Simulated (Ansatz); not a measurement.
Here is an Ansatz 0.2.0 calculation.

Contents of input.yaml:

```yaml
crystal:
  lattice:
    - [2.8584044518, 0.0, 0.0]
    - [-1.4292022259, 2.4754508696, 0.0]
    - [0.0, 0.0, 6.532504]
  atoms:
    - { symbol: Pt, position: [0.6666666667, 0.3333333333, 0.316206] }
    - { symbol: Pt, position: [0.3333333333, 0.6666666667, 0.683794] }
    - { symbol: Mn, position: [0.0, 0.0, 0.0], spin: 4.0 }
hamiltonian:
  xc: rpbe
  pseudopotentials: { kind: paw }
  dispersion: d4
magnetization:
  spin_polarized: true
kpoints:
  mp_grid: { grid: [11, 11, 4] }
scf:
  occupations: { method: fermi_dirac, width: 0.05 }
output:
  forces: true
  stress: true
  eigenvalues: true
relax:
  f_tol: 0.01
  max_steps: 40
  cell: { stress_tol: 0.05 }
```

Potentials or basis: Ansatz PAW.

Launch:

```sh
$ ansatz run input.yaml --threads 2 --pin off --max-ram 5632MiB --backend cpu --events-out ev --progress --plain --runs-dir out
```

Task: Estimate the space group after relaxing (to 0.05 Å).

Result: P-3m1 (No. 164).

Task: Estimate the net moment.

Result: 4.47 μB per cell.

Final structure:
```
Pt Mn
1.0
     2.79992    0.00000    0.00000
    -1.39996    2.42480    0.00000
     0.00000    0.00000    6.54615
Pt Mn
2 1
Direct
  0.66667 0.33333 0.31768
  0.33333 0.66667 0.68232
  0.00000 0.00000 0.00000
```

 The run has no spin-orbit coupling, so splittings on Pt are missing.
